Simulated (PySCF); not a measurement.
# TcNF: doublet, from a bent start

The task is one start of a wider search on TcNF: the doublet, from a bent start. It is relaxed, tested by its Hessian and followed downhill if it is a saddle.

Program: PySCF 2.14.0. Level of theory: PBE0, basis Tc def2-TZVP with ECP28, N def2-TZVP, F def2-TZVP, scalar-relativistic core potentials, no spin–orbit coupling, density fitting. These are calculated values, not measurements.

## 1. Where the work starts

3 atoms, charge 0, spin multiplicity 2.

Bond lengths: Tc1–N2 1.800 Å, Tc1–F3 1.920 Å. Angles: N2–Tc1–F3 110.0°.

```xyz
3
charge 0 multiplicity 2
Tc   -0.0700    0.0000   -0.2682
N    -1.5445    0.0000    0.7642
F     1.5028    0.0000    0.8331
```

## 2. Relaxing the doublet from the bent start

One driver script runs all steps and calls PySCF; scf.py shows how it sets up the SCF of each step. The optimiser is the driver's own. Before each start the driver seeks the lowest SCF state from one or more starting densities and follows internal instabilities, so scf.py alone need not reach the same state.

The program finds Cs symmetry in the start, which this walk keeps.

scf.py

```python
from pyscf import gto, scf, dft
mol = gto.M(atom='''
Tc    -0.069997     0.000000    -0.268214
N     -1.544497     0.000000     0.764186
F      1.502803     0.000000     0.833086''',
    basis={'Tc': 'def2-TZVP', 'N': 'def2-TZVP', 'F': 'def2-TZVP'},
    ecp={'Tc': 'def2-TZVP'},
    charge=0, spin=1)
mf = dft.UKS(mol, xc='PBE0')
mf.grids.atom_grid = (50, 194)
aux = {'Tc': 'def2-universal-JKFIT', 'N': 'def2-universal-JKFIT', 'F': 'def2-universal-JKFIT'}
mf = mf.density_fit(auxbasis=aux)
mf.kernel()
```

The optimiser's trace:

```csv
step,energy (Eh),change (kJ/mol),largest symmetric gradient (Eh/bohr)
0,-235.228461,0.00,0.10349
1,-235.270128,-109.40,0.02601
2,-235.272617,-115.93,0.03696
3,-235.274982,-122.14,0.01052
4,-235.275195,-122.70,0.00392
5,-235.275274,-122.91,0.00144
6,-235.275278,-122.92,0.00009
7,-235.275279,-122.92,0.00003
```

The walk took 26 s on 4 threads, shared host.

After 7 steps and 122.9 kJ/mol it ends at Cs: Tc–F 1.921 Å, Tc–N 1.581 Å; F–Tc–N 137.4°.

## 3. Is it a minimum? Harmonic modes

On the finer grid the gradient is checked again; gradients at displacements of ±0.01 bohr then give force constants and infrared intensities.

scf.py, as its differences from that of step 2:

```diff
@@ -3,3 +3,3 @@
-Tc    -0.069997     0.000000    -0.268214
-N     -1.544497     0.000000     0.764186
-F      1.502803     0.000000     0.833086''',
+Tc    -0.100210     0.000000    -0.162918
+N     -1.577297     0.000000     0.401730
+F      1.684009     0.000000     0.549293''',
@@ -10 +10 @@
-mf.grids.atom_grid = (50, 194)
+mf.grids.atom_grid = (75, 302)
```

The driver hands on the density of the step before, so the log starts near convergence.

SCF at the final geometry:

```text
init E= -235.275127501455
[... the frontier-level lines of each cycle are left out ...]
cycle= 1 E= -235.275127500548  delta_E= 9.08e-10  |g|= 5.46e-05  |ddm|= 4.25e-05
cycle= 2 E= -235.275127483228  delta_E= 1.73e-08  |g|= 0.00022  |ddm|= 0.000121
cycle= 3 E= -235.275127501742  delta_E= -1.85e-08  |g|= 8.34e-06  |ddm|= 9.83e-05
cycle= 4 E= -235.275127501779  delta_E= -3.71e-11  |g|= 3.26e-06  |ddm|= 6.8e-06
Extra cycle  E= -235.275127501807  delta_E= -2.8e-11  |g|= 6.76e-06  |ddm|= 1.55e-05
converged SCF energy = -235.275127501807  <S^2> = 0.9956614  2S+1 = 2.232184
```

The whole step took 67 s.

Geometry: Cs; Tc–F 1.921 Å, Tc–N 1.581 Å; F–Tc–N 137.3°.

Harmonic modes (main isotopes):

```csv
symmetry,ω (cm⁻¹),IR (km/mol),μ (u),type
a',160,22.2,18.28,bend
a',598,148,21.81,stretch
a',1199,96.1,15.57,stretch
```

Every mode is real; the point is a minimum.

Properties at this point:

* Dipole moment: 3.12 D
* Highest occupied level: -6.49 eV
* Lowest empty level: -3.47 eV
* Rotational constants: 1.814, 0.1852, 0.168 cm⁻¹
* Zero-point energy: 11.7 kJ/mol
* Principal polarisabilities: 29.7, 34.1, 45.3 bohr³
* Atomisation energy without zero-point energy: 946 kJ/mol
* Principal traceless quadrupole moments about the centre of mass: -10.75, 4.88, 5.86 D Å
* Entropy at 298.15 K and 1 bar (electronic part: spin only): 284.0 J/(mol K)
* Heat capacity Cp at 298.15 K: 46.4 J/(mol K)
* Enthalpy at 298.15 K above 0 K: 12.03 kJ/mol
* Rotational symmetry number: 1
* Spin squared ⟨S²⟩: 0.996

Charges (e) and bond orders:

| atom | Mulliken | Löwdin | polar tensor | spin (Mulliken) | Mayer order to Tc1 |
| --- | --- | --- | --- | --- | --- |
| Tc1 | 1.04 | 0.60 | 1.40 | 1.23 | – |
| N2 | -0.46 | -0.21 | -0.61 | -0.24 | 2.82 |
| F3 | -0.58 | -0.39 | -0.79 | 0.01 | 0.62 |

Mulliken populations on Tc1 (outside its core potential): s 2.20, p 6.11, d 5.62, f 0.03.

## 4. Summary of results

| quantity | value |
| --- | --- |
| minimum | doublet, Cs |
| geometry | Tc–F 1.921 Å, Tc–N 1.581 Å; F–Tc–N 137.3° |
| wavenumbers (cm⁻¹) | 160 (a'), 598 (a'), 1199 (a') |
| dipole moment | 3.12 D |
| highest occupied, lowest empty level (either spin) | -6.49, -3.47 eV |
| polar-tensor charge of Tc1 | +1.40 e |
| zero-point energy | 11.7 kJ/mol |
| entropy at 298.15 K | 284.0 J/(mol K) |
| atomisation energy (no zero-point energy) | 946 kJ/mol |
| ⟨S²⟩ | 0.996 |

The molecule stays Cs, as typed, and the end point is a minimum. The strongest infrared band lies at 598 cm⁻¹ (a', stretch). Most of the spin sits on Tc1 (Mulliken spin 1.23, against 1 for the whole molecule). Other starts or spin states, not run here, may lie lower. The determinant is spin-contaminated (⟨S²⟩ = 1.00, pure value 0.75). Open d and f shells are described by one determinant, and the ground state may have another occupation or spin.

The search up to here took 1.9 min.
